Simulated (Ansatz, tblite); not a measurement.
# (H2In-mu-F)2 (In2H4F2): spin states and exact exchange

Is the singlet the ground state of (H2In-mu-F)2 (In2H4F2)? Other spin states are computed and compared level by level.

The runs use Ansatz 0.2.0, Gaussian basis; as each input shows.

The runs, in order: triplet, at the geometry of the singlet (GFN1-xTB, GFN2-xTB, PBE0-D4/def2-TZVP, PBE-D4/def2-TZVP, r2SCAN-D4/def2-TZVP); the singlet's energies come from earlier runs.

2 further runs of the same task are left out: 1 for a known fault of the program, 1 set aside as unsound or not needed.

## Step 1: The structure

The singlet was relaxed beforehand with B3LYP-D4/def2-SVP.

8 atoms, charge 0, spin multiplicity 1.

Bond lengths: In1–H2 1.712 Å, In1–H3 1.712 Å, In1–F4 2.157 Å, In1–F8 2.157 Å, F4–In5 2.157 Å, In5–H6 1.712 Å, In5–H7 1.712 Å, In5–F8 2.157 Å. Angles: H2–In1–H3 141.8°, H2–In1–F4 105.0°, H2–In1–F8 105.0°, H3–In1–F4 104.9°, H3–In1–F8 104.9°, F4–In1–F8 75.9°, In1–F4–In5 104.1°, F4–In5–H6 104.9°, F4–In5–H7 105.0°, F4–In5–F8 75.9°, H6–In5–H7 141.8°, H6–In5–F8 104.9°, H7–In5–F8 105.0°, In1–F8–In5 104.1°.

In takes a core potential in the def2 sets. No spin-orbit coupling is included.

## Step 2: Triplet at the fixed geometry, GFN1-xTB

Tight binding, by tblite at 300 K electronic temperature and without a spin-polarisation term:

```python
tblite.interface.Calculator('GFN1-xTB', numbers, positions, charge=0, uhf=2).singlepoint()
```

Energy -418.3605 eV; 0.005 s.

## Step 3: Triplet at the fixed geometry, GFN2-xTB

Tight binding, by tblite at 300 K electronic temperature and without a spin-polarisation term:

```python
tblite.interface.Calculator('GFN2-xTB', numbers, positions, charge=0, uhf=2).singlepoint()
```

Energy -376.5599 eV; 0.004 s.

## Step 4: Triplet at the fixed geometry, PBE0-D4/def2-TZVP

Input file in.yaml:

```yaml
crystal:
  periodic: [false, false, false]
  atoms:
    - {symbol: In, position_ang: [0.094725, -1.051072, -1.333868]}
    - {symbol: H, position_ang: [0.977951, -0.296361, -2.591697]}
    - {symbol: H, position_ang: [-0.730652, -2.501867, -0.951509]}
    - {symbol: F, position_ang: [-1.120342, 0.517511, -0.486658]}
    - {symbol: In, position_ang: [-0.095090, 1.050614, 1.334219]}
    - {symbol: H, position_ang: [-0.980926, 0.279452, 2.580350]}
    - {symbol: H, position_ang: [0.725753, 2.508562, 0.970330]}
    - {symbol: F, position_ang: [1.128561, -0.506828, 0.478834]}
basis:
  gaussian: {orbitals: def2-TZVP}
magnetization: {spin_polarized: true, initial_magnetization: 2}
hamiltonian: {xc: pbe0, dispersion: d4}
scf: {omitted_lower_state_checks: [starts]}
output: {orbitals: {seedname: orbitals}}
```

The run is started by

```console
ansatz run in.yaml --threads 2 --pin off --events-out ev --progress --plain --max-ram 4352MiB
```

What it wrote:

```text
Functional definition: PBE0
  name "PBE0"
  cite "Adamo & Barone, J. Chem. Phys. 110, 6158 (1999) doi:10.1063/1.478522"
  cite "Perdew, Burke & Ernzerhof, Phys. Rev. Lett. 77, 3865 (1996) doi:10.1103/PhysRevLett.77.3865"
  parent pbe
  parameter a = 0.25
  parameter kappa = 0.804
  parameter beta = 0.06672455060314922
  exchange = (1 - a)*pbe_x(kappa = kappa, mu = beta*pi^2/3) + a*exact_x
  correlation = pbe_c(beta = beta)
these checks for a lower state are left out or cut short: starts
1450 factors; their error is unknown
mean field evaluation 1: about -15834.1378 eV, gradient 4.1e1 eV
mean field evaluation 2: about -15798.2436 eV, gradient 1.1e2 eV
mean field evaluation 4: about -15839.3811 eV, gradient 3.7e0 eV
mean field evaluation 8: about -15839.4354 eV, gradient 1.3e-1 eV
mean field evaluation 16: about -15839.5345 eV, gradient 3.9e0 eV
mean field evaluation 32: about -15840.0752 eV, gradient 6.1e-5 eV
mean field -15840.07524844 eV, -582.1120285914 hartree, gradient 4.0e-6 eV, S^2 2.006043; 0 other end points of the search recorded, 0 dependent functions left out
reference -15840.07529827 eV, -582.1120304229 hartree; 33, 31 occupied and 153, 155 virtual orbitals, 1450 factors
Total energy: -15840.21265211 eV, -582.1170780834 hartree
Checks for a lower state left out: starts
```

Run time: 39 s. Hardware: 2 threads of Arm Neoverse V1, shared host; peak memory 0.9 GiB.

HOMO -2.86 eV, LUMO -6.15 eV (over both spins; with the spin held, an empty level of the minority spin lies below the top filled one); ⟨S²⟩ 2.006 (pure: 2.00).

## Step 5: Triplet at the fixed geometry, PBE-D4/def2-TZVP

start.molden holds the orbitals of an earlier run on this state, given as this run's starting guess.

in.yaml, as its differences from that of step 4:

```diff
@@ -12,5 +12,5 @@
 basis:
-  gaussian: {orbitals: def2-TZVP}
+  gaussian: {orbitals: def2-TZVP, initial_orbitals: start.molden}
 magnetization: {spin_polarized: true, initial_magnetization: 2}
-hamiltonian: {xc: pbe0, dispersion: d4}
+hamiltonian: {xc: pbe, dispersion: d4}
 scf: {omitted_lower_state_checks: [starts]}
```

The command is unchanged.

What it wrote:

```text
Functional definition: PBE
  name "PBE"
  cite "Perdew, Burke & Ernzerhof, Phys. Rev. Lett. 77, 3865 (1996) doi:10.1103/PhysRevLett.77.3865"
  parent pbe
  parameter kappa = 0.804
  parameter beta = 0.06672455060314922
  exchange = pbe_x(kappa = kappa, mu = beta*pi^2/3)
  correlation = pbe_c(beta = beta)
these checks for a lower state are left out or cut short: starts
1264 factors; their error is unknown
mean field evaluation 1: about -15840.2477 eV, gradient 6.8e0 eV
mean field evaluation 2: about -15840.4474 eV, gradient 4.4e-1 eV
mean field evaluation 4: about -15840.4588 eV, gradient 2.7e-1 eV
mean field evaluation 8: about -15840.3962 eV, gradient 6.6e0 eV
mean field evaluation 16: about -15840.6729 eV, gradient 1.8e-5 eV
mean field -15840.67289333 eV, -582.1339916363 hartree, gradient 2.1e-5 eV, S^2 2.002777; 0 other end points of the search recorded, 0 dependent functions left out
reference -15840.67296816 eV, -582.1339943859 hartree; 33, 31 occupied and 153, 155 virtual orbitals, 1264 factors
Total energy: -15840.83368804 eV, -582.1399007326 hartree
Checks for a lower state left out: starts
```

It took 12 s on 2 threads of Arm Neoverse V1, shared host.

From the report: HOMO -2.38 eV, LUMO -7.76 eV (over both spins; with the spin held, an empty level of the minority spin lies below the top filled one); ⟨S²⟩ 2.003 (pure: 2.00).

## Step 6: Triplet at the fixed geometry, r2SCAN-D4/def2-TZVP

in.yaml, as its differences from that of step 5:

```diff
@@ -14,3 +14,3 @@
 magnetization: {spin_polarized: true, initial_magnetization: 2}
-hamiltonian: {xc: pbe, dispersion: d4}
+hamiltonian: {xc: r2scan, dispersion: d4}
 scf: {omitted_lower_state_checks: [starts]}
```

The command is unchanged.

What it wrote:

```text
Functional definition: r2SCAN
  name "r2SCAN"
  cite "Furness, Kaplan, Ning, Perdew & Sun, J. Phys. Chem. Lett. 11, 8208 (2020) doi:10.1021/acs.jpclett.0c02405"
  cite "Furness, Kaplan, Ning, Perdew & Sun, J. Phys. Chem. Lett. 11, 9248 (2020) doi:10.1021/acs.jpclett.0c03077"
  parent r2scan
  parameter k0 = 0.174
  parameter k1 = 0.065
  parameter a1 = 4.9479
  exchange = r2scan_x(k0 = k0, k1 = k1, a1 = a1)
  correlation = r2scan_c
these checks for a lower state are left out or cut short: starts
1264 factors; their error is unknown
mean field evaluation 1: about -15847.3817 eV, gradient 4.1e0 eV
mean field evaluation 2: about -15847.4377 eV, gradient 1.2e-1 eV
mean field evaluation 4: about -15847.3867 eV, gradient 1.8e0 eV
mean field evaluation 8: about -15847.4357 eV, gradient 7.9e-3 eV
mean field evaluation 16: about -15847.4357 eV, gradient 2.2e-5 eV
mean field -15847.43574244 eV, -582.3825217569 hartree, gradient 8.0e-6 eV, S^2 2.013941; 0 other end points of the search recorded, 0 dependent functions left out
reference -15847.43577666 eV, -582.3825230144 hartree; 33, 31 occupied and 153, 155 virtual orbitals, 1264 factors
Total energy: -15847.47257826 eV, -582.3838754485 hartree
Checks for a lower state left out: starts
```

Run time: 34 s. Hardware: 2 threads of Arm Neoverse V1, shared host.

HOMO -2.24 eV, LUMO -6.89 eV (over both spins; with the spin held, an empty level of the minority spin lies below the top filled one); ⟨S²⟩ 2.014 (pure: 2.00).

## Step 7: Triplet less singlet, vertical

The singlet's energies are those of its earlier runs, whose logs aren't repeated here.

```tsv
level	triplet less singlet, vertical (eV)	time
GFN1-xTB	+5.611	0.011 s
GFN2-xTB	+4.784	0.007 s
PBE-D4/def2-TZVP	+5.403	15 s
r2SCAN-D4/def2-TZVP	+5.808	41 s
PBE0-D4/def2-TZVP	+6.005	43 s
```

Times add the two runs; a level without a time comes out of a correlated run. Tight binding without a spin term can't rank spin states.

## Step 8: What came out

| quantity | value |
| --- | --- |
| triplet less singlet, vertical, functionals in def2-TZVP | +5.403 (PBE-D4) to +6.005 eV (PBE0-D4) |

All functionals put the triplet above the singlet, over a spread of 0.602 eV. The checks for a lower triplet were left out, so another state of that spin may lie lower. These are electronic energies, without zero-point motion, entropy or surroundings.
